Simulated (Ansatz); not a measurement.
# TiAl: a line through an energy map

How does the energy of TiAl (P4/mmm, No. 123; 2 atoms in the cell) vary with lattice constant a (and b), at lattice constant c = 4.361 Å?

Computed with Ansatz 0.2.0 (DFT PBEsol, scalar-relativistic, plane waves, PAW, unless a step's input says otherwise).

16 further runs of the same task are left out: 16 set aside as unsound or not needed.

## Step 1: The structure to begin with

It takes space group P4/mmm (No. 123, tetragonal). The conventional cell has a = 2.795 Å, b = 2.795 Å, c = 4.038 Å, α = 90.00°, β = 90.00°, γ = 90.00°. Ti (site symmetry 4/mmm) is surrounded by 4 Ti at 2.79 Å and 8 Al at 2.83 Å. Al (site symmetry 4/mmm) has 4 Al at 2.79 Å and 8 Ti at 2.83 Å as nearest neighbours.

Structure file:

```cif
data_structure
_symmetry_space_group_name_H-M 'P4/mmm'
_symmetry_Int_Tables_number 123
_cell_length_a 2.7947
_cell_length_b 2.7947
_cell_length_c 4.0384
_cell_angle_alpha 90.000
_cell_angle_beta 90.000
_cell_angle_gamma 90.000
_cell_volume 31.54
loop_
_atom_site_label
_atom_site_type_symbol
_atom_site_symmetry_multiplicity
_atom_site_Wyckoff_symbol
_atom_site_fract_x
_atom_site_fract_y
_atom_site_fract_z
_atom_site_occupancy
Ti1 Ti 1 a 0.00000 0.00000 0.00000 1
Al1 Al 1 d 0.50000 0.50000 0.50000 1
```

It is the result of an earlier relaxation at this level (volume 15.77 Å³/atom; gap on the mesh: none (metal)).

## Step 2: The scan

The energy is mapped over the lattice constants a and c of the conventional cell.

First coordinate, lattice constant a (and b): 7 values from 2.655 to 2.934 Å. Second coordinate, lattice constant c: 7 values from 3.554 to 4.523 Å.

Nothing else is relaxed (symmetry fixes all fractional coordinates). Energies count from the relaxed crystal. Points are written as (first, second).

## Step 3: The run at (2.655 Å, 4.361 Å)

File input.yaml:

```yaml
crystal:
  lattice:
    - [2.655, 0.0, 0.0]
    - [0.0, 2.655, 0.0]
    - [0.0, 0.0, 4.3614]
  atoms:
    - { symbol: Ti, position: [0.0, 0.0, 0.0] }
    - { symbol: Al, position: [0.5, 0.5, 0.5] }
basis:
  ecutwfc: 520.0
kpoints:
  mp_grid: { grid: [16, 16, 12] }
hamiltonian:
  xc: pbesol
  pseudopotentials: { kind: paw, azcp: { folder: soft_1 } }
scf:
  occupations: { method: gaussian, width: 0.15 }
output:
  forces: true
  stress: true
  eigenvalues: true
```

Launch:

```bash
> ansatz run input.yaml --threads 1 --pin off --max-ram 2048MiB --backend cpu --events-out ev --progress --plain --runs-dir out
```

The session goes on with these runs: the other points of the line.

What does the calculation give? Wanted: for each run, lattice constant a; energy; slope; pressure.

**Answer**, as computed:

```
lattice constant a (and b) (Å)  step  energy (meV/atom)  slope (meV/atom per Å)  pressure (GPa)
                         2.655     3                 57                    −556             3.3
                         2.702     –                 40                    −188            −1.0
                         2.748     4                 39                     137            −4.7
                         2.795     5                 52                     428            −7.9
                         2.841     –                 78                     689           −10.6
                         2.888     6                116                     921           −12.9
                         2.934     7                164                    1129           −14.8
```

Energies count from the relaxed crystal. Rows without a step come from runs not printed here or follow by symmetry. Slopes come from the forces (and the stress, where the cell changes), not from differences of energies.

The lowest point of the line is at 2.748 Å, 39 meV/atom from the zero. Energies and slopes round the minimum, fitted together, put the minimum at 2.7279 Å, with a curvature of about 6900 meV/atom per Å². The highest point computed, at 2.934 Å, lies 125 meV/atom above the lowest. This is one cut through a surface in two coordinates; the map's lowest point lies off it.
